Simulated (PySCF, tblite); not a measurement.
# GeH2MgO3, a cluster model of a defect (magnesium hydroxide): NMR shifts, core binding energies and electronic excitations, part 2 of 2

tblite 0.8.0 and PySCF 2.14.0. Atoms count from 0, parts from 1. Earlier steps stand in the parts before.

## (5) Core-electron binding energies: SCAN, X2C

Job settings and geometry (Å):

```
{"job": {"kind": "xps", "holes": 5}, "charge": 0, "multiplicity": 1}
O      2.164508     0.109170     2.104874
Mg     0.896168    -0.160048     0.917827
O     -0.425119    -0.433986    -0.284506
Ge    -1.721177    -1.157190    -1.239103
O     -2.178766     0.278355    -2.208981
H      2.916987     0.297964     2.653341
H     -1.621981     1.031731    -1.966301
```

Level: delta-SCF UKS SCAN, pcX-2 on the ionised atom, pcseg-1 elsewhere, spin-free X2C.

The program printed:

```text
ground state, core basis on atom 0 (O), 120 functions
  cycle   1  E = -2520.94301860  |g| = 1.51e+00
  cycle   2  E = -2517.90660174  |g| = 3.75e+00
  cycle   3  E = -2521.30551729  |g| = 5.68e-01
  cycle   4  E = -2521.33186401  |g| = 4.86e-01
  cycle   5  E = -2521.37950957  |g| = 6.80e-02
  cycle   6  E = -2521.38066073  |g| = 1.84e-02
  cycle   7  E = -2521.38070045  |g| = 1.20e-02
  cycle   8  E = -2521.38072486  |g| = 2.78e-03
  cycle   9  E = -2521.38072569  |g| = 3.05e-04
  E(ground) = -2521.52093523 Eh
hole in O 1s of atom 0
  cycle   1  E = -2500.83814929  |g| = 2.22e+00
  cycle   2  E = -2498.99333120  |g| = 2.43e+00
  cycle   3  E = -2501.40718774  |g| = 7.37e-01
  cycle   4  E = -2501.50107230  |g| = 5.96e-01
  cycle   5  E = -2501.61874370  |g| = 2.42e-01
  cycle   6  E = -2501.64118808  |g| = 1.22e-01
  cycle   7  E = -2501.64622097  |g| = 4.90e-02
  cycle   8  E = -2501.64725931  |g| = 6.32e-03
  cycle   9  E = -2501.64728552  |g| = 1.39e-03
  cycle  10  E = -2501.64728622  |g| = 3.47e-04
  E(ion) = -2501.79024989 Eh   <S^2> = 0.7614   hole on atom = 1.000   binding energy = 536.899 eV
ground state, core basis on atom 1 (Mg), 124 functions
  cycle   1  E = -2521.37598240  |g| = 1.99e-01
  cycle   2  E = -2521.37400455  |g| = 1.27e-01
  cycle   3  E = -2521.37298631  |g| = 1.40e-01
  cycle   4  E = -2521.37657296  |g| = 3.97e-02
  cycle   5  E = -2521.37687041  |g| = 1.13e-02
  cycle   6  E = -2521.37689489  |g| = 1.11e-03
  cycle   7  E = -2521.37689493  |g| = 4.32e-04
  E(ground) = -2521.53228641 Eh
hole in Mg 1s of atom 1
  cycle   1  E = -2472.22406599  |g| = 3.63e+00
  cycle   2  E = -2471.78504979  |g| = 2.03e+00
  cycle   3  E = -2470.04941944  |g| = 1.63e+00
  cycle   4  E = -2472.84666775  |g| = 8.82e-01
  cycle   5  E = -2473.12292487  |g| = 2.59e-01
  cycle   6  E = -2473.16452988  |g| = 1.44e-01
  cycle   7  E = -2473.16881643  |g| = 9.10e-02
  cycle   8  E = -2473.17218362  |g| = 3.73e-02
  cycle   9  E = -2473.17281838  |g| = 1.46e-02
  cycle  10  E = -2473.17289702  |g| = 5.74e-03
  cycle  11  E = -2473.17291585  |g| = 5.86e-04
  cycle  12  E = -2473.17291471  |g| = 1.04e-04
  E(ion) = -2473.32099885 Eh   <S^2> = 0.7543   hole on atom = 1.000   binding energy = 1311.896 eV
ground state, core basis on atom 2 (O), 120 functions
  cycle   1  E = -2521.37408570  |g| = 1.51e-01
  cycle   2  E = -2521.35901285  |g| = 3.05e-01
  cycle   3  E = -2521.37596700  |g| = 6.55e-02
  cycle   4  E = -2521.37643329  |g| = 4.50e-02
  cycle   5  E = -2521.37681782  |g| = 4.64e-03
  cycle   6  E = -2521.37682672  |g| = 2.06e-03
  cycle   7  E = -2521.37682765  |g| = 3.43e-04
  E(ground) = -2521.51690144 Eh
hole in O 1s of atom 2
  cycle   1  E = -2500.81977552  |g| = 2.24e+00
  cycle   2  E = -2500.27556903  |g| = 2.29e+00
  cycle   3  E = -2501.54997112  |g| = 5.78e-01
  cycle   4  E = -2501.34768411  |g| = 8.61e-01
  cycle   5  E = -2501.67045036  |g| = 9.65e-02
  cycle   6  E = -2501.67298777  |g| = 7.88e-02
  cycle   7  E = -2501.67531722  |g| = 1.71e-02
  cycle   8  E = -2501.67546254  |g| = 3.00e-03
  cycle   9  E = -2501.67546753  |g| = 6.82e-04
  cycle  10  E = -2501.67546561  |g| = 1.93e-04
  E(ion) = -2501.81727277 Eh   <S^2> = 0.7651   hole on atom = 1.000   binding energy = 536.054 eV
ground state, core basis on atom 4 (O), 120 functions
  cycle   1  E = -2521.37646641  |g| = 1.36e-01
  cycle   2  E = -2521.36308140  |g| = 2.75e-01
  cycle   3  E = -2521.37800049  |g| = 5.02e-02
  cycle   4  E = -2521.37849670  |g| = 9.99e-03
  cycle   5  E = -2521.37851232  |g| = 5.26e-03
  cycle   6  E = -2521.37851837  |g| = 3.16e-04
  E(ground) = -2521.51759130 Eh
hole in O 1s of atom 4
  cycle   1  E = -2500.79986976  |g| = 2.23e+00
  cycle   2  E = -2493.81755092  |g| = 3.03e+00
  cycle   3  E = -2496.32136479  |g| = 2.64e+00
  cycle   4  E = -2501.21318991  |g| = 9.90e-01
  cycle   5  E = -2501.24471992  |g| = 9.34e-01
  cycle   6  E = -2501.55601104  |g| = 3.75e-01
  cycle   7  E = -2501.62705670  |g| = 1.29e-01
  cycle   8  E = -2501.63393263  |g| = 4.30e-02
  cycle   9  E = -2501.63480697  |g| = 7.07e-03
  cycle  10  E = -2501.63483097  |g| = 2.30e-03
  cycle  11  E = -2501.63483241  |g| = 6.23e-04
  cycle  12  E = -2501.63483323  |g| = 1.04e-04
  E(ion) = -2501.77547098 Eh   <S^2> = 0.7634   hole on atom = 1.000   binding energy = 537.210 eV
```

It took 20 s on 1 thread of Arm Neoverse N1, shared host; peak memory 0.37 GiB.

The holes in one table. −ε is the ground-state orbital energy:

```
       hole  stands for              environment  ΔSCF (eV)  −ε (eV)   ⟨S²⟩
  O1s on O0          O0   oxygen bonded to Mg, H     536.90    515.0  0.761
Mg1s on Mg1         Mg1         Mg bonded to 2 O    1311.90   1270.3  0.754
  O1s on O2          O2  oxygen bonded to Ge, Mg     536.05    515.3  0.765
  O1s on O4          O4   oxygen bonded to Ge, H     537.21    515.9  0.763
```

## (6) Excited states and response: CAM-B3LYP/def2-SVPD

Settings changed since step 5:

```diff
@@ -1,2 +1,2 @@
-{"job": {"kind": "xps", "holes": 5}, "charge": 0, "multiplicity": 1}
+{"job": {"kind": "uv", "xc": "CAM-B3LYP", "basis": "def2-SVPD", "nstates": 6, "ntriplets": 2, "ip": true}, "charge": 0, "multiplicity": 1}
 O      2.164508     0.109170     2.104874
```

With the program's defaults for keys left out, this is: TDDFT CAM-B3LYP/def2-SVPD, vertical, gas phase, core orbitals frozen in the response.

The program printed:

```text
coarse grid: 34136 points
cycle   1  E = -2503.2882543908  dE = -2.693e-01  |g| = 1.414e+00  |ddm| = 3.783e+00
cycle   2  E = -2502.5207677375  dE =  7.675e-01  |g| = 2.417e+00  |ddm| = 3.094e+00
cycle   3  E = -2503.6694538956  dE = -1.149e+00  |g| = 2.062e-01  |ddm| = 1.907e+00
cycle   4  E = -2503.6738053286  dE = -4.351e-03  |g| = 1.509e-01  |ddm| = 2.986e-01
cycle   5  E = -2503.6780560766  dE = -4.251e-03  |g| = 1.929e-02  |ddm| = 1.190e-01
cycle   6  E = -2503.6781196511  dE = -6.357e-05  |g| = 5.402e-03  |ddm| = 2.414e-02
cycle   7  E = -2503.6781259539  dE = -6.303e-06  |g| = 1.626e-03  |ddm| = 1.178e-02
final grid: 68936 points
cycle   8  E = -2503.6780064424  dE = -2.682e-07  |g| = 1.946e-03  |ddm| = 5.332e-03
cycle   9  E = -2503.6780057802  dE =  6.622e-07  |g| = 2.744e-03  |ddm| = 3.613e-03
cycle  10  E = -2503.6780071325  dE = -1.352e-06  |g| = 2.058e-04  |ddm| = 1.921e-03
cycle  11  E = -2503.6780071389  dE = -6.385e-09  |g| = 4.585e-05  |ddm| = 2.716e-04
cycle  12  E = -2503.6780071400  dE = -1.090e-09  |g| = 2.985e-05  |ddm| = 1.997e-04
cycle  13  E = -2503.6780071402  dE = -1.869e-10  |g| = 1.182e-05  |ddm| = 4.806e-05
converged SCF energy = -2503.6780071402

Static polarisability (au): isotropic 62.094, principal 50.944 59.552 75.785

Singlet excitations
state   eV       nm        f      main configurations
  1   4.8208    257.2   0.06121   H->L+1 0.95
  2   5.1698    239.8   0.04976   H->L 0.87
  3   5.7126    217.0   0.03166   H-1->L 0.92
  4   5.7567    215.4   0.05323   H-2->L 0.92
  5   6.2374    198.8   0.02809   H-3->L 0.72, H-5->L 0.13
  6   6.3148    196.3   0.03075   H-3->L+1 0.54, H->L+2 0.17, H-1->L+1 0.12

Triplet excitations (Tamm-Dancoff, eV): 3.4212 4.8616
Vertical ionisation energy (delta-SCF) = 9.4744 eV
Vertical electron affinity (delta-SCF) = 0.1252 eV
```

Wall time 59 s (1 thread of Arm Neoverse N1, shared host); peak memory 0.78 GiB.

Frontier orbitals and where they lie:

```
orbital      eV                       atoms
 HOMO−3  -10.02   O4 38 %, O2 37 %, O0 13 %
 HOMO−2   -9.86    O0 84 %, H5 7 %, Mg1 7 %
 HOMO−1   -9.83    O0 72 %, O2 8 %, Mg1 7 %
   HOMO   -8.45  Ge3 51 %, O2 26 %, O4 18 %
   LUMO   -0.71   Mg1 70 %, O2 11 %, O0 9 %
 LUMO+1   -0.22  Ge3 64 %, O2 17 %, O4 15 %
 LUMO+2    0.52    Mg1 81 %, O2 8 %, O0 4 %
```

With each of the 6 states as a Gaussian band of 0.4 eV half-width at 1/e, the curve within the window shown has maxima at 247 nm (ε 3,800), 214 nm (ε 4,100) L/(mol cm). Beyond the last state computed it falls off for lack of states. The curve at chosen wavelengths:

```
 nm  ε (L/mol/cm)
187          1206
191          1971
195          2654
200          3242
204          3582
208          3878
212          4080
217          4068
221          3861
225          3609
229          3445
234          3446
238          3573
242          3724
246          3817
251          3767
255          3567
259          3238
263          2815
268          2224
272          1757
276          1333
280           974
285           626
289           423
293           278
```

Further results of this job:

```
           property  computed
  dipole moment (D)      2.81
polarisability (Å³)      9.20
 HOMO–LUMO gap (eV)      7.74
      −ε(HOMO) (eV)      8.45
```

## (7) Summary of results

This closing draws on all 2 parts.

```
                                 quantity                               value
     rotational constants (main isotopes)               12.70, 0.86, 0.80 GHz
    1H shifts against TMS (PBE0/pcSseg-2)                      4.58, 0.02 ppm
   17O shifts against H2O (PBE0/pcSseg-2)             238.0, 219.9, -36.5 ppm
73Ge shifts against GeMe4 (PBE0/pcSseg-2)                             183 ppm
         shieldings of Mg (PBE0/pcSseg-2)                       Mg1 549.6 ppm
         O1s binding energies, SCAN/pcX-2  O4 537.21, O0 536.90, O2 536.05 eV
        Mg1s binding energies, SCAN/pcX-2                      Mg1 1311.90 eV
     lowest singlet (CAM-B3LYP/def2-SVPD)         4.82 eV (257 nm), f = 0.061
                           lowest triplet                             3.42 eV
        vertical ionisation energy (ΔSCF)                             9.47 eV
        vertical electron affinity (ΔSCF)                             0.13 eV
```

The optimisation took 27 steps and gained 0.784 eV; among the close pairs (by a distance rule), O2–Ge3 changed most, from 1.694 to 1.765 Å (PBE0/def2-SVP). At PBE0/pcSseg-2: The largest span, 796 ppm, is at Ge3, where the paramagnetic term is -1602 ppm. O4 (oxygen bonded to Ge, H) binds its O1s electron 1.16 eV more tightly than O2 (oxygen bonded to Ge, Mg). The lowest singlet, at 4.82 eV, is HOMO→LUMO+1 0.95 and is bright. The lowest triplet lies 1.40 eV below the lowest singlet (triplets in Tamm-Dancoff, singlets in full TDDFT). ΔSCF puts the ionisation energy at 9.47 eV, 1.03 eV above −ε(HOMO). Spin-orbit coupling is left out, which matters for shieldings and couplings at and beside the heavy atoms.
